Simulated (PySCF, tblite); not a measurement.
**C5H10Cl2OSi2: geometry, infrared bands and NMR shifts**

What infrared bands and NMR shifts should C5H10Cl2OSi2 (`C#C[C@@H](Cl)[Si@@H](OC)[SiH2]CCl`) show?

Programs: tblite 0.8.0 and PySCF 2.14.0, with density-fitted response routines of our own. Each step states its level of theory. These are calculated values for one molecule in the gas phase, unless marked as measured. Atoms are numbered from 0 throughout.

## 1. The starting structure

20 atoms, charge 0, multiplicity 1; geometry from: force field or distance geometry start.

Bonds of the start (Å): C0–C1 1.21, C1–C2 1.46, C2–Cl3 1.81, C2–Si4 1.87, Si4–O5 1.67, O5–C6 1.42, Si4–Si7 2.34, Si7–C8 1.84, C8–Cl9 1.77, C0–H10 1.07, C2–H11 1.09, Si4–H12 1.49, C6–H13 1.09, C6–H14 1.10, C6–H15 1.09, Si7–H16 1.49, Si7–H17 1.49, C8–H18 1.09, C8–H19 1.10.

## 2. Relaxing the molecule with GFN2-xTB

Job settings and geometry (Å):

```
{"job": {"kind": "relax", "xc": "GFN2-xTB", "basis": "xTB"}, "charge": 0, "multiplicity": 1}
C     -1.022800    -2.676800    -0.890700
C     -0.839700    -1.538900    -1.256700
C     -0.584700    -0.167600    -1.695800
Cl    -2.119200     0.440200    -2.437900
Si    -0.079400     1.031000    -0.356700
O     -0.958100     0.973600     1.058000
C     -2.292400     1.447700     1.063000
Si     2.152700     0.512900     0.122700
C      2.141700    -1.024900     1.139700
Cl     3.809800    -1.497300     1.506400
H     -1.220300    -3.678700    -0.580600
H      0.139400    -0.167100    -2.506700
H     -0.113500     2.435300    -0.858900
H     -2.943200     0.766600     0.505600
H     -2.643200     1.471600     2.106700
H     -2.370200     2.464200     0.681300
H      2.778400     1.652800     0.843700
H      2.859700     0.307600    -1.175300
H      1.671000    -1.862400     0.629000
H      1.629000    -0.879100     2.100200
```

Command:

```
OMP_NUM_THREADS=1 python probes_run.py task.json out
```

One launch serves the whole session: the jobs run in the order shown.

**Question.** This job is followed by: GFN2-xTB harmonic vibrations, gas phase; GIAO PBE0/pcSseg-1 NMR shielding, non-relativistic, gas phase. Predict these results of the whole session: strongest single infrared mode (GFN2-xTB); zero-point energy (GFN2-xTB); ¹³C shifts against TMS (PBE0/pcSseg-1); ¹H shifts against TMS (PBE0/pcSseg-1, means over atoms taken as alike); ³⁵Cl shifts against HCl (PBE0/pcSseg-1); ²⁹Si shifts against TMS (PBE0/pcSseg-1); ¹⁷O shifts against H2O (PBE0/pcSseg-1).

As calculated:

```
                                                              quantity                                               value
                             strongest single infrared mode (GFN2-xTB)                                644 cm⁻¹, 686 km/mol
                                          zero-point energy (GFN2-xTB)                                       81.7 kcal/mol
                                ¹³C shifts against TMS (PBE0/pcSseg-1)                    87.4, 86.6, 57.1, 43.9, 30.0 ppm
¹H shifts against TMS (PBE0/pcSseg-1, means over atoms taken as alike)  5.29, 4.05, 3.97, 3.94, 3.65, 3.44, 3.21, 2.43 ppm
                               ³⁵Cl shifts against HCl (PBE0/pcSseg-1)                                         203, 54 ppm
                               ²⁹Si shifts against TMS (PBE0/pcSseg-1)                                     -9.5, -71.0 ppm
                                ¹⁷O shifts against H2O (PBE0/pcSseg-1)                                             0.4 ppm
```

In words: Over 99 steps the energy fell by 0.400 eV; of the close pairs, C2–Si4 changed most, 1.867 to 1.946 Å. All 54 modes are real, so the xTB geometry is a minimum. The strongest single mode, at 644 cm⁻¹, has its largest shares on H12, H17, Si4 and H16 (the list is cut at 4 atoms). Unscaled tight-binding wavenumbers are off by several per cent, some by more. Its intensities can rank the bands wrongly. At PBE0/pcSseg-1: The widest tensor belongs to Cl3: span 605 ppm, with a paramagnetic part of -399 ppm.
